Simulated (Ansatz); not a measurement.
# RbMnSe2: how the settings move a single-point run

How sensitive is a single-point run of RbMnSe2 to its settings? A reference run comes first, then one run with altered input.

Method: reference: DFT, PBEsol, PAW with Ansatz's default frozen-core files, scalar-relativistic, in Ansatz 0.2.0.

## (1) The system as given

Symmetry: I-4m2, No. 119, tetragonal system. The conventional cell has a = 4.044 Å, b = 4.044 Å, c = 14.134 Å, α = 90.00°, β = 90.00°, γ = 90.00°. Around Rb (site symmetry -4m2) lie 8 Se at 3.58 Å and 4 Rb at 4.04 Å and 4 Mn at 4.07 Å. Mn (site symmetry -4m2) has 4 Se at 2.45 Å as nearest neighbours. Se (site symmetry 2mm) is surrounded by 2 Mn at 2.45 Å.

Structure file:

```xyz
4
Lattice="-2.0218 2.0218 7.0671 2.0218 -2.0218 7.0671 2.0218 2.0218 -7.0671" Properties=species:S:1:pos:R:3 pbc="T T T"
Rb    0.0000    0.0000    0.0000
Mn    2.0218    0.0000    3.5335
Se    0.0000    0.0000    9.2237
Se    0.0000    0.0000    4.9105
```

## (2) Baseline

Input file input.yaml:

```yaml
crystal:
  lattice:
    - [-2.021789, 2.021789, 7.067076]
    - [2.021789, -2.021789, 7.067076]
    - [2.021789, 2.021789, -7.067076]
  atoms:
    - { symbol: Rb, position: [0.0, 0.0, 0.0] }
    - { symbol: Mn, position: [0.25, 0.75, 0.5] }
    - { symbol: Se, position: [0.652579, 0.652579, 0.0] }
    - { symbol: Se, position: [0.347421, 0.347421, 0.0] }
kpoints:
  mp_grid: { grid: [10, 10, 10] }
scf:
  occupations: { method: fermi_dirac, width: 0.05 }
hamiltonian:
  xc: pbesol
  pseudopotentials: { kind: paw }
output:
  forces: true
  stress: true
  eigenvalues: true
```

Command:

```
ansatz run input.yaml --threads 2 --pin off --max-ram 6144MiB --backend cpu --events-out ev --progress --plain --runs-dir out
```

The main lines of its log:

```text
[...]
Basis set: ecut = 420 eV, 2251 PW (Γ), FFT grids on a1+a3, a2+a3, a3, exchange–correlation on 60×60×108 points (8 copies of the dense FFT grid, shifted against one another)
[...]
k-points: 102 of 1000 (time reversal used)
[...]
SCF iter   1: F=—  HF=-17935.345533 eV  |F-HF|=—  |Δ(HF+E_count)|=         —  Δρ=8.73e-3  dr2=5.81e-2  ethr=1.77e-3  ⟨swp⟩=6.5  Hψ=14219  notcnv=0
preconditioner: auto → LDOS  [metal: Δε(μ)=0.010 eV  Ē_g=8.463 eV  σ=0.050 eV  W_gap=0.05  n_scr=32 (ndim 8)  ℏωp=17.6 eV  f_vac=0.055  D(μ)=6.44/eV (n_scr^D=54)  β→1.0]
SCF iter   2: F=—  HF=-17935.342150 eV  |F-HF|=—  |Δ(HF+E_count)|=   3.38e-3  Δρ=5.33e-3  dr2=2.29e-2  ethr=1.04e-4  ⟨swp⟩=2.2  Hψ=7776  notcnv=0  defer=6
[...]
SCF iter   7: F=—  HF=-17935.337497 eV  |F-HF|=—  |Δ(HF+E_count)|=   5.74e-6  Δρ=1.62e-5  dr2=2.48e-7  ethr=1.12e-8  ⟨swp⟩=2.0  Hψ=4172  notcnv=0  defer=6
SCF iter   8: F=-17935.337497 eV  HF=-17935.337497 eV  |F-HF|=1.75e-10  |Δ(HF+E_count)|=   3.99e-8  Δρ=2.78e-6  dr2=7.42e-9  ethr=1.79e-10  ⟨swp⟩=5.7  Hψ=14780  notcnv=0
[...]
SCF converged after 8 iterations
Free energy (F): -17935.337497 eV
[...]
E sigma→0 (E₀):  -17935.312813 eV
[...]
Fermi energy:    6.611396 eV
[...]
  P = ⅓ Tr σ = -7.6229 GPa (-76.229 kbar)
[...]
```

It took 15 s on 2 threads of Intel Xeon Platinum 8259CL at 2.50GHz (Skylake/Cascade Lake), shared host; peak memory 0.64 GiB.

## (3) Changing settings: hubbard.sites [{species: Mn, l: d, u_eff: 3.0}], hubbard.double_counting amf, accuracy high

Edit input.yaml of step 2 so:

```diff
@@ -17,2 +17,3 @@
   pseudopotentials: { kind: paw }
+  hubbard: { sites: [{ species: Mn, l: d, u_eff: 3.0 }], double_counting: amf }
 output:
@@ -21 +22,2 @@
   eigenvalues: true
+accuracy: high
```

Command:

```
ansatz run input.yaml --threads 2 --pin off --max-ram 6144MiB --backend cpu --events-out ev --progress --plain --runs-dir out
```

The program printed:

```text
basis.fft_grid_basis auto: the FFT boxes are laid along the combinations [[1, 0, 1], [0, 1, 1], [0, 0, 1]] of the cell's own vectors, 4.044, 4.044 and 7.624 Å long. The dense box has 32×32×60 points. Along the cell's own vectors, as sized, it would have 60×60×60, 3.52 times as many. Of the 8 symmetry operations that the crystal satisfies within crystal.symmetry.tolerance (time reversal apart; of a slab, those that keep its plane) the dense box along the cell's own vectors carries 8, and the one as laid loses 6 of those. basis.fft_grid_basis: typed keeps the cell's own vectors: state it where this run's energies or levels are differenced outside the engine with another run's, or held beside a run that keeps those vectors.
Rb: projections on atomic orbitals take those of the free atom [Ar 3d10] 4s2 4p6 5s1, of charge +0.00 (hamiltonian.pseudopotentials.projection_atoms); the dataset's partial waves leave at most 2.5e-6 of an orbital's norm unspanned inside its sphere
Mn: projections on atomic orbitals take those of the free atom [Ne] 3s2 3p6 3d5 4s2, of charge +0.00 (hamiltonian.pseudopotentials.projection_atoms); the dataset's partial waves leave at most 9.0e-7 of an orbital's norm unspanned inside its sphere
Se: projections on atomic orbitals take those of the free atom [Ar] 3d10 4s2 4p4, of charge +0.00 (hamiltonian.pseudopotentials.projection_atoms); the dataset's partial waves leave at most 2.3e-6 of an orbital's norm unspanned inside its sphere
Engine: ansatz 0.2.0
Pseudopotentials: kind: paw
Pseudopotential: Rb, paw, valence charge 9, recommended cutoff 420 eV (normal)
Pseudopotential: Mn, paw, valence charge 15, recommended cutoff 420 eV (normal)
Pseudopotential: Se, paw, valence charge 16, recommended cutoff 420 eV (normal)
Functional definition: PBEsol
  exchange = pbesol_x
  correlation = pbesol_c
Crystal: 4 atoms, lattice volume = 115.550 Å³
Basis set: ecut = 420 eV, 2251 PW (Γ), FFT grids on a1+a3, a2+a3, a3, exchange–correlation on 64×64×120 points (8 copies of the dense FFT grid, shifted against one another)
Bands: 34, of which v1, the nominal top of the filled ones, is band 28 counted from 1 (27 counted from 0)
Symmetry: 8 space group operations
Space group: I-4m2 (ITA 119), of the structure as read, at distance tolerance 4.9e-5 Å
k-points: 102 of 1000 (time reversal used)
Non-local potential: Rb, projectors of the file, l = 0: 3, l = 1: 2, l = 2: 2
Non-local potential: Mn, projectors of the file, l = 0: 3, l = 1: 2, l = 2: 3, l = 3: 1
Non-local potential: Se, projectors of the file, l = 0: 2, l = 1: 2, l = 2: 3, l = 3: 1
PAW form: soft (Blöchl's): semilocal exchange-correlation on the pseudo side does not see the compensation charge
PAW frozen core: Rb, regenerated for the run's functional, and the local potential with it (the file was generated under x = pbe(κ = 0.804, μ = 0.2195149727645171), c = pbe(β = 0.06672455060314922))
PAW frozen core: Mn, regenerated for the run's functional, and the local potential with it (the file was generated under x = pbe(κ = 0.804, μ = 0.2195149727645171), c = pbe(β = 0.06672455060314922))
PAW frozen core: Se, regenerated for the run's functional, and the local potential with it (the file was generated under x = pbe(κ = 0.804, μ = 0.2195149727645171), c = pbe(β = 0.06672455060314922))
PAW one-centre angular grid: Rb, 110 points (default); XC on 64 Gauss nodes
PAW one-centre angular grid: Mn, 590 points (default); XC on 64 Gauss nodes
PAW one-centre angular grid: Se, 590 points (default); XC on 64 Gauss nodes
Initial density: superposition of atomic densities (chi_scale 0.1, normalization cell, long waves of neutral atoms under a Hubbard term (reshape's long-wave potential 0.05 eV rms, cloud 3.40 Å wide))
Initial wavefunctions: pseudopotential atomic-orbital guess
Functional: x = pbesol(κ = 0.804, μ = 0.12345679012345678), c = pbesol(β = 0.046)
SCF iter   1: F=—  HF=-17946.691615 eV  |F-HF|=—  |Δ(HF+E_count)|=         —  Δρ=3.13e-1  dr2=1.50e2  ethr=3.10e-3  ⟨swp⟩=6.7  Hψ=13699  notcnv=0
preconditioner: auto → Kerker (q_TF=auto, 2.418 Å⁻¹)  [metal: Δε(μ)=0.007 eV  Ē_g=8.862 eV  σ=0.050 eV  W_gap=0.03  n_scr=32 (ndim 8)  ℏωp=17.6 eV  f_vac=0.000  D(μ)=3.96/eV (n_scr^D=32)]
SCF iter   2: F=—  HF=-17968.831789 eV  |F-HF|=—  |Δ(HF+E_count)|=    2.21e1  Δρ=4.30e-1  dr2=2.69e2  ethr=3.10e-3  ⟨swp⟩=9.8  Hψ=14522  notcnv=0  defer=35
SCF iter   3: F=—  HF=-17942.858981 eV  |F-HF|=—  |Δ(HF+E_count)|=    2.60e1  Δρ=2.47e-1  dr2=7.84e1  ethr=3.10e-3  ⟨swp⟩=5.7  Hψ=9719  notcnv=0
SCF iter   4: F=—  HF=-17938.038667 eV  |F-HF|=—  |Δ(HF+E_count)|=    4.82e0  Δρ=1.81e-1  dr2=4.66e1  ethr=3.10e-3  ⟨swp⟩=4.2  Hψ=9766  notcnv=0  defer=2
SCF iter   5: F=—  HF=-17935.928979 eV  |F-HF|=—  |Δ(HF+E_count)|=    2.11e0  Δρ=7.02e-2  dr2=6.16e0  ethr=3.10e-3  ⟨swp⟩=2.8  Hψ=5369  notcnv=0  defer=6
SCF iter   6: F=—  HF=-17936.294527 eV  |F-HF|=—  |Δ(HF+E_count)|=   3.66e-1  Δρ=7.17e-2  dr2=6.80e0  ethr=3.10e-3  ⟨swp⟩=2.4  Hψ=4802  notcnv=0  defer=6
SCF iter   7: F=—  HF=-17936.577928 eV  |F-HF|=—  |Δ(HF+E_count)|=   2.83e-1  Δρ=7.88e-2  dr2=8.43e0  ethr=3.10e-3  ⟨swp⟩=3.0  Hψ=4187  notcnv=0  defer=6
SCF iter   8: F=—  HF=-17936.020110 eV  |F-HF|=—  |Δ(HF+E_count)|=   5.58e-1  Δρ=2.75e-2  dr2=7.47e-1  ethr=3.10e-3  ⟨swp⟩=2.4  Hψ=4922  notcnv=0  defer=12
SCF iter   9: F=—  HF=-17936.110570 eV  |F-HF|=—  |Δ(HF+E_count)|=   9.05e-2  Δρ=1.05e-2  dr2=8.51e-2  ethr=1.33e-3  ⟨swp⟩=2.2  Hψ=3959  notcnv=0  defer=12
SCF iter  10: F=—  HF=-17936.133785 eV  |F-HF|=—  |Δ(HF+E_count)|=   2.32e-2  Δρ=2.21e-3  dr2=1.27e-2  ethr=1.52e-4  ⟨swp⟩=3.9  Hψ=6961  notcnv=0  defer=14
SCF iter  11: F=—  HF=-17936.109014 eV  |F-HF|=—  |Δ(HF+E_count)|=   2.48e-2  Δρ=5.81e-3  dr2=1.34e-2  ethr=2.27e-5  ⟨swp⟩=3.1  Hψ=7396  notcnv=0  defer=16
SCF iter  12: F=—  HF=-17936.128371 eV  |F-HF|=—  |Δ(HF+E_count)|=   1.94e-2  Δρ=3.02e-3  dr2=1.38e-2  ethr=2.27e-5  ⟨swp⟩=2.0  Hψ=4147  notcnv=0  defer=16
SCF iter  13: F=—  HF=-17936.130064 eV  |F-HF|=—  |Δ(HF+E_count)|=   1.69e-3  Δρ=8.45e-4  dr2=3.99e-4  ethr=2.27e-5  ⟨swp⟩=1.7  Hψ=3691  notcnv=0  defer=15
SCF iter  14: F=—  HF=-17936.130084 eV  |F-HF|=—  |Δ(HF+E_count)|=   2.00e-5  Δρ=9.86e-4  dr2=9.42e-4  ethr=7.13e-7  ⟨swp⟩=2.0  Hψ=6513  notcnv=0  defer=14
SCF iter  15: F=—  HF=-17936.130282 eV  |F-HF|=—  |Δ(HF+E_count)|=   1.98e-4  Δρ=4.06e-4  dr2=2.11e-4  ethr=7.13e-7  ⟨swp⟩=2.0  Hψ=3871  notcnv=0  defer=14
SCF iter  16: F=—  HF=-17936.130280 eV  |F-HF|=—  |Δ(HF+E_count)|=   2.63e-6  Δρ=8.96e-5  dr2=5.71e-6  ethr=3.77e-7  ⟨swp⟩=1.2  Hψ=3475  notcnv=0  defer=14
SCF iter  17: F=—  HF=-17936.130274 eV  |F-HF|=—  |Δ(HF+E_count)|=   5.50e-6  Δρ=4.79e-5  dr2=3.07e-6  ethr=1.02e-8  ⟨swp⟩=2.0  Hψ=4141  notcnv=0  defer=14
SCF iter  18: F=—  HF=-17936.130274 eV  |F-HF|=—  |Δ(HF+E_count)|=   8.11e-8  Δρ=1.71e-5  dr2=4.21e-7  ethr=5.49e-9  ⟨swp⟩=2.0  Hψ=3758  notcnv=0  defer=14
iter 19 met the thresholds in force, and the SCF goes on for the forces or the stress (scf.convergence.dr2_threshold)
SCF iter  19: F=-17936.130274 eV  HF=-17936.130274 eV  |F-HF|=3.40e-8  |Δ(HF+E_count)|=   1.65e-8  Δρ=5.55e-6  dr2=4.60e-8  ethr=1.79e-10  ⟨swp⟩=5.5  Hψ=15770  notcnv=0
SCF iter  20: F=—  HF=-17936.130274 eV  |F-HF|=—  |Δ(HF+E_count)|=   1.08e-9  Δρ=1.49e-6  dr2=3.56e-9  ethr=8.21e-11  ⟨swp⟩=2.0  Hψ=3934  notcnv=0
SCF iter  21: F=—  HF=-17936.130274 eV  |F-HF|=—  |Δ(HF+E_count)|=  2.55e-10  Δρ=7.52e-7  dr2=1.22e-9  ethr=6.35e-12  ⟨swp⟩=2.0  Hψ=5387  notcnv=0
SCF iter  22: F=—  HF=-17936.130274 eV  |F-HF|=—  |Δ(HF+E_count)|=  3.64e-11  Δρ=6.33e-7  dr2=6.72e-10  ethr=2.18e-12  ⟨swp⟩=1.0  Hψ=3446  notcnv=0
SCF iter  23: F=-17936.130274 eV  HF=-17936.130274 eV  |F-HF|=2.18e-11  |Δ(HF+E_count)|=  5.09e-11  Δρ=1.44e-7  dr2=2.64e-11  ethr=1.00e-12  ⟨swp⟩=3.8  Hψ=13418  notcnv=0
SCF 1 converged in 23 iterations: F = -17936.130274 eV  dr2 = 2.64e-11
SCF converged after 23 iterations
Free energy (F): -17936.130274 eV
Harris-Foulkes:  -17936.130274 eV  (|F-HF|=2.18e-11)
Internal energy: -17936.112733 eV  (E = F + TS)
E sigma→0 (E₀):  -17936.121504 eV
Entropy (-TS):   -0.017540 eV (-4.385 meV/atom)
Fermi energy:    6.446812 eV
--- Per-component energies (eV) ---
  E_band       = -1234.105781
  E_kinetic    = 731.179674
  E_local      = -9264.806364  (includes V_loc(G=0)·N_el)
  E_nonlocal   = -765.419383
  E_hartree    = 4221.653240
  E_xc         = -445.912947
  E_vxc        = -473.755169  (∫ρ·V_xc dr)
  E_hubbard    = -1.514588  (on-site DFT+U / exact-exchange correction)
  E_vhub       = -3.029178  (the Hubbard potential's part of the band-sum identity)
  E_paw        = -7576.049254  (= ΣΔE_a)
  E_vpaw       = 98.419447  (= ΣTr[D̂ρ^β])
  E_aug_tail   = -0.001151  (compensation charges beyond the density's cutoff)
  E_ewald      = -4837.552181
  E_core_change = 2.310222  (= ΣΔE_core)
  E_smearing   = -0.017540  (= −TS)
  E_closure    = 0.000000  (closes the sum)
  Σ components = -17936.130274   (vs F -17936.130274, Δ=0.00e0)
DFT+U double counting: amf (around mean field; hamiltonian.hubbard.double_counting)
--- Forces (eV/Å), atoms counted from 1 ---
  atom   1  Rb    -0.00000000     0.00000000    -0.00000000
  atom   2  Mn     0.00000000     0.00000000    -0.00000000
  atom   3  Se     0.00000000     0.00000000     0.95540710
  atom   4  Se    -0.00000000     0.00000000    -0.95540710
  max |Σ_I F_I| component: 1.11e-16 eV/Å
--- Stress (GPa, compression-positive) ---
       -5.451870       0.000000      -0.000000
        0.000000      -5.451870       0.000000
       -0.000000       0.000000      -5.114769
  P = ⅓ Tr σ = -5.3395 GPa (-53.395 kbar)
--- Band table (eV; the first three rows and the last of 102) ---
  k-point 0: bands = ["-72.6664", "-41.5597", "-41.5572", "-41.5572", "-40.7247", "-40.7204", "-40.7191", "-40.7191", "-40.6959", "-40.6958", "-40.6777", "-40.6777", "-40.6748", "-40.6736", "-20.4920", "-6.3365", "-5.9332", "-4.4712", "-4.4712", "-4.3509", "2.4371", "3.7681", "3.7681", "4.1543", "4.7267", "4.9349", "5.3410", "5.3410", "8.1914", "8.2478", "8.2478", "8.7212", "10.0861", "11.1145"]
  k-point 1: bands = ["-72.6664", "-41.5597", "-41.5570", "-41.5569", "-40.7247", "-40.7208", "-40.7197", "-40.7192", "-40.6959", "-40.6957", "-40.6778", "-40.6777", "-40.6746", "-40.6735", "-20.4871", "-6.2939", "-5.8872", "-4.5065", "-4.4836", "-4.3858", "2.5728", "3.5003", "3.7158", "4.1715", "4.4558", "4.9968", "5.3034", "5.3797", "7.8310", "7.8620", "8.1381", "9.5136", "10.6146", "11.4612"]
  k-point 2: bands = ["-72.6664", "-41.5596", "-41.5564", "-41.5561", "-40.7248", "-40.7218", "-40.7213", "-40.7196", "-40.6958", "-40.6957", "-40.6779", "-40.6778", "-40.6740", "-40.6733", "-20.4744", "-6.1696", "-5.7730", "-4.5978", "-4.5224", "-4.4628", "2.8118", "3.0502", "3.5959", "3.8949", "4.2120", "5.0830", "5.2248", "5.4673", "7.3019", "7.5019", "7.8999", "10.5049", "11.5551", "11.9547"]
  k-point 101: bands = ["-72.6664", "-41.5597", "-41.5572", "-41.5572", "-40.7247", "-40.7204", "-40.7191", "-40.7191", "-40.6959", "-40.6958", "-40.6777", "-40.6777", "-40.6748", "-40.6736", "-20.4919", "-6.4328", "-5.7891", "-4.4712", "-4.4712", "-4.4111", "2.9382", "3.4421", "3.7605", "3.7605", "4.7269", "5.2010", "5.3644", "5.3644", "7.2669", "8.2354", "8.2354", "9.8924", "10.2094", "10.8011"]
Occupation matrices written to <dir>
```

Wall time 42 s (2 threads of Intel Xeon Platinum 8259CL at 2.50GHz (Skylake/Cascade Lake), shared host); peak memory 0.81 GiB.

Changing the Hubbard U and accuracy level moves the energy by -198.2 meV/atom, and the pressure goes from -7.6 to -5.3 GPa and the largest force goes from 1.65 to 0.96 eV/Å. The U term adds an energy of its own, so the shift says nothing about which run is better. Cost: 23 SCF cycles against 8, 42 s against 15 s.

## (4) Side by side

```csv
run,ending,energy change,pressure (GPa),gap (eV),force (eV/Å),cycles,time
reference,converged,0,-7.6,0.00,1.65,8,15 s
"1: hubbard.sites [{species: Mn, l: d, u_eff: 3.0}], hubbard.double_counting amf, accuracy high",converged,-198.2 meV/atom (U changed: no physical gain or loss),-5.3,0.00,0.96,23,42 s
```

Residual by cycle in the longest SCF loop of each run; runs are numbered as in the table. The quantity is the density residual dr2, in eV.

```csv
cycle,reference,run 1
1,0.0581,150
3,0.013,78.4
5,1.6e-4,6.16
7,2.5e-7,8.43
9,-,0.0851
11,-,0.0134
13,-,4.0e-4
15,-,2.1e-4
17,-,3.1e-6
19,-,4.6e-8
21,-,1.2e-9
23,-,2.6e-11
```

What this shows: Changing the Hubbard U and accuracy level moves the energy by -198.2 meV/atom, and the pressure goes from -7.6 to -5.3 GPa and the largest force goes from 1.65 to 0.96 eV/Å. The U term adds an energy of its own, so the shift says nothing about which run is better. Cost: 23 SCF cycles against 8, 42 s against 15 s. A changed U is a change of model: its shifts are not errors of convergence. The reference has no spin polarisation; with Mn present, a magnetic state may lie lower.
